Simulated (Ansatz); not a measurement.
The same calculation of C₃H₆Si, SMILES C=C=C[SiH3] as a Python script and as an input file (the Python package of Ansatz (0.2.0)).

`deck.py`
```python
'''Run C3H6Si from an input written out key by key.'''

import ansatz as az
import numpy as np

deck = {
    'crystal': {
        'periodic': [False, False, False],
        'atoms': [
            {'symbol': 'C', 'position_ang': [-1.0652, 1.669, -0.8]},
            {'symbol': 'C', 'position_ang': [-0.4932, 0.579, -0.6962]},
            {'symbol': 'C', 'position_ang': [0.0988, -0.5517, -0.6122]},
            {'symbol': 'Si', 'position_ang': [0.8968, -1.1081, 0.9766]},
            {'symbol': 'H', 'position_ang': [-0.5726, 2.6122, -1.084]},
            {'symbol': 'H', 'position_ang': [-2.1862, 1.788, -0.6656]},
            {'symbol': 'H', 'position_ang': [0.2821, -1.1949, -1.4551]},
            {'symbol': 'H', 'position_ang': [1.8871, -0.1529, 1.4767]},
            {'symbol': 'H', 'position_ang': [1.475, -2.4242, 0.8342]},
            {'symbol': 'H', 'position_ang': [-0.2395, -1.2676, 2.0284]},
        ],
    },
    'basis': {'gaussian': {'orbitals': 'def2-SVP'}},
    'hamiltonian': {'xc': 'b3lyp'},
    'output': {'forces': True},
}
session = az.Session.from_dict(deck)
summary = session.plan(threads=1).execute().report

for key in ('converged', 'free_energy_ev', 'reference_energy_ev', 'n_frozen', 'n_occupied', 'n_virtual'):
    print(f'{key:22s} {summary[key]}')
symbols = ['C', 'C', 'C', 'Si', 'H', 'H', 'H', 'H', 'H', 'H']
field = summary['mean_field']
print('<S^2> =', round(abs(field['state']['spin_squared']), 4), ' all-electron relativity setting:', field['relativity'])
print('passes:', field['passes'])
if 'symmetry' in field:
    print('occupied orbitals by irrep:', field['symmetry']['occupied'])

forces = np.array(summary['forces_ev_ang'])
print('largest force', round(float(np.linalg.norm(forces, axis=1).max()), 4), 'eV/A, rms', round(float(np.sqrt((forces ** 2).mean())), 4))
charges = summary['charge_distribution']
dipole = np.array(charges['dipole_moment_e_ang']) * 4.803205
print('dipole (D): {:.3f} {:.3f} {:.3f}, length {:.3f}'.format(*dipole, np.linalg.norm(dipole)))
print('atom  Mulliken   Lowdin')
for symbol, m, l in zip(symbols, charges['mulliken_charges_e'], charges['lowdin_charges_e']):
    print(f'{symbol:4s} {m:9.3f} {l:8.3f}')
```

Output of `python deck.py`:
```text
converged              True
free_energy_ev         -11080.066485496542
reference_energy_ev    -11080.066485496542
n_frozen               0
n_occupied             [19, 19]
n_virtual              [71, 71]
<S^2> = 0.0  all-electron relativity setting: none
passes: {'evaluations': 15, 'products': 12}
occupied orbitals by irrep: [{'A': 19}, {'A': 19}]
largest force 7.0667 eV/A, rms 1.6003
dipole (D): 0.009 0.440 -0.699, length 0.826
atom  Mulliken   Lowdin
C       -0.270   -0.035
C        0.305   -0.041
C       -0.374   -0.151
Si       0.438    0.384
H        0.058    0.030
H        0.064    0.043
H        0.054    0.025
H       -0.087   -0.083
H       -0.096   -0.088
H       -0.092   -0.084
```

`input.yaml`:
```yaml
crystal:
  periodic: [false, false, false]
  atoms:
    - { symbol: C, position_ang: [-1.0652, 1.669, -0.8] }
    - { symbol: C, position_ang: [-0.4932, 0.579, -0.6962] }
    - { symbol: C, position_ang: [0.0988, -0.5517, -0.6122] }
    - { symbol: Si, position_ang: [0.8968, -1.1081, 0.9766] }
    - { symbol: H, position_ang: [-0.5726, 2.6122, -1.084] }
    - { symbol: H, position_ang: [-2.1862, 1.788, -0.6656] }
    - { symbol: H, position_ang: [0.2821, -1.1949, -1.4551] }
    - { symbol: H, position_ang: [1.8871, -0.1529, 1.4767] }
    - { symbol: H, position_ang: [1.475, -2.4242, 0.8342] }
    - { symbol: H, position_ang: [-0.2395, -1.2676, 2.0284] }
basis:
  gaussian: { orbitals: def2-SVP }
hamiltonian:
  xc: b3lyp
output:
  forces: true
```

The program run on that file:
```console
$ ansatz run input.yaml --threads 1 --pin off --max-ram 4096MiB --backend cpu --events-out ev --progress --plain --runs-dir out
Engine: ansatz 0.2.0, aarch64-unknown-linux-gnu
Functional definition: B3LYP
  parameter a0 = 0.2
  parameter ax = 0.72
  parameter ac = 0.81
  exchange = (1 - a0 - ax)*slater_x + ax*b88_x + a0*exact_x
  correlation = (1 - ac)*vwn_rpa_c + ac*lyp_c
912 factors; integrals over basis functions are off by at most 1.3e-3 eV
mean field evaluation 1: about -11073.8702 eV, gradient 4.7e1 eV
mean field evaluation 2: about -11072.4100 eV, gradient 5.2e1 eV
mean field evaluation 4: about -11079.9096 eV, gradient 3.6e0 eV
mean field evaluation 8: about -11080.0662 eV, gradient 1.5e-1 eV
mean field evaluation 16: about -11080.0662 eV, gradient 2.1e-5 eV
mean field -11080.06622266 eV, -407.1849233440 hartree, gradient 2.0e-5 eV, S^2 0.000000; 0 other end points of the search recorded, 0 dependent functions left out
the calculation of the forces begins
reference -11080.06648550 eV, -407.1849330032 hartree; 19, 19 occupied and 71, 71 virtual orbitals, 912 factors
Total energy: -11080.06648550 eV, -407.1849330032 hartree
Atom 0 at    -1.065200     1.669000    -0.800000 Å, force    -4.089463     5.745273    -0.454933 eV/Å
Atom 1 at    -0.493200     0.579000    -0.696200 Å, force     1.613141    -3.256080    -0.220055 eV/Å
Atom 2 at     0.098800    -0.551700    -0.612200 Å, force     1.469527    -1.574889     0.848434 eV/Å
Atom 3 at     0.896800    -1.108100     0.976600 Å, force    -1.678563     0.113172     1.133621 eV/Å
Atom 4 at    -0.572600     2.612200    -1.084000 Å, force     0.135999    -0.201268     0.108684 eV/Å
Atom 5 at    -2.186200     1.788000    -0.665600 Å, force     1.080259    -0.242751    -0.035722 eV/Å
Atom 6 at     0.282100    -1.194900    -1.455100 Å, force    -0.187721    -0.297327    -0.843251 eV/Å
Atom 7 at     1.887100    -0.152900     1.476700 Å, force     0.373608     0.313873     0.161133 eV/Å
Atom 8 at     1.475000    -2.424200     0.834200 Å, force     0.506172    -0.775814    -0.219536 eV/Å
Atom 9 at    -0.239500    -1.267600     2.028400 Å, force     0.777042     0.175811    -0.478376 eV/Å
Dipole moment:     0.001834     0.091672    -0.145449 e Å
```

Caveats:
- Total energies depend on the basis set; only differences at equal settings carry meaning.
- The geometry is a force-field or estimated start, not a minimum of this method, and the basis set is short of its limit.
- The Löwdin charges here are taken after orthogonalising the functions within each atom; they differ from plain Löwdin charges, and their signs can be unphysical.
- b3lyp holds the VWN-RPA fit, as in Gaussian; the form of ORCA and Turbomole is b3lyp5.
- The whole script took 3.3 s on 1 thread of Arm Neoverse V1, with other jobs on the host, peak memory 0.21 GiB.

(Lines on the test bed's own set-up are left out of the output.)
